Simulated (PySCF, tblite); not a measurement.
# C3H8BClSi: geometry, infrared bands and NMR shifts

Wanted: the infrared bands and NMR shifts of C3H8BClSi (`C=C[SiH2]CBCl`), by calculation.

Programs: tblite 0.8.0 and PySCF 2.14.0, with density-fitted response routines of our own. Each step states its level of theory. These are calculated values for one molecule in the gas phase, unless marked as measured. Atoms count from 0, in the outputs and in this text.

## 1. The starting structure

14 atoms, charge 0, multiplicity 1; geometry from: force field or distance geometry start.

Bonds of the start (Å): C0–C1 1.35, C1–Si2 1.85, Si2–C3 1.88, C3–B4 1.56, B4–Cl5 1.85, C0–H6 1.07, C0–H7 1.08, C1–H8 1.09, Si2–H9 1.45, Si2–H10 1.46, C3–H11 1.12, C3–H12 1.13, B4–H13 1.19.

## 2. Geometry optimisation with GFN2-xTB

Job settings and geometry (Å):

```
{"job": {"kind": "relax", "xc": "GFN2-xTB", "basis": "xTB"}, "charge": 0, "multiplicity": 1}
C      2.608100    -0.054500     0.172900
C      1.616200     0.582600    -0.484600
Si     0.079700    -0.388500    -0.825400
C     -1.015100     0.010200     0.645900
B     -2.546100    -0.127000     0.384100
Cl    -3.779400     1.224500     0.627400
H      3.529800     0.433700     0.414900
H      2.470200    -1.083600     0.474600
H      1.726300     1.621400    -0.789200
H      0.324800    -1.810800    -0.974000
H     -0.556900     0.230400    -1.985000
H     -0.829600     1.088700     0.875300
H     -0.668400    -0.594700     1.537500
H     -2.960500    -1.132900    -0.096600
```

The run is started by

```
> OMP_NUM_THREADS=1 python probes_run.py task.json out
```

This one command runs all jobs of the session in turn.

**Question.** This job is followed by: GFN2-xTB harmonic vibrations, gas phase; GIAO PBE0/pcSseg-1 NMR shielding, non-relativistic, gas phase. What will the session give for the following? strongest single infrared mode (GFN2-xTB); zero-point energy (GFN2-xTB); 13C shifts against TMS (PBE0/pcSseg-1); 1H shifts against TMS (PBE0/pcSseg-1, means over atoms taken as alike); 29Si shifts against TMS (PBE0/pcSseg-1); 11B shifts against BF3·OEt2 (PBE0/pcSseg-1); 35Cl shifts against HCl (PBE0/pcSseg-1); surface potential, 1st and 99th percentile.

**Answer**, as computed:

| quantity | value |
| --- | --- |
| strongest single infrared mode (GFN2-xTB) | 2223 cm⁻¹, 397 km/mol |
| zero-point energy (GFN2-xTB) | 61.3 kcal/mol |
| 13C shifts against TMS (PBE0/pcSseg-1) | 143.0, 142.3, 28.1 ppm |
| 1H shifts against TMS (PBE0/pcSseg-1, means over atoms taken as alike) | 6.89, 6.54, 6.42, 6.27, 4.39, 1.62 ppm |
| 29Si shifts against TMS (PBE0/pcSseg-1) | -44.2 ppm |
| 11B shifts against BF3·OEt2 (PBE0/pcSseg-1) | 69.7 ppm |
| 35Cl shifts against HCl (PBE0/pcSseg-1) | 289 ppm |
| surface potential, 1st and 99th percentile | -0.56 V and 1.15 V |

Over 125 steps the energy fell by 0.503 eV; of the close pairs, B4–Cl5 changed most, 1.846 to 1.705 Å. All 36 modes are real, so the xTB geometry is a minimum. The strongest single mode, at 2223 cm⁻¹, moves mainly H10. Unscaled tight-binding wavenumbers are off by several per cent, some by more. Its intensities can rank the bands wrongly. The most deshielded carbon is C0 (terminal =CH2 carbon), at 143.0 ppm: an sp2 carbon of a C=C bond. At PBE0/pcSseg-1: The widest tensor belongs to Cl5: span 685 ppm, with a paramagnetic part of -486 ppm. By nearest atom (PBE0/pcSseg-1), the HOMO sits on C0, C1 about 24 % each; Cl5 13 % and the LUMO on B4 47 %; H13 13 %.
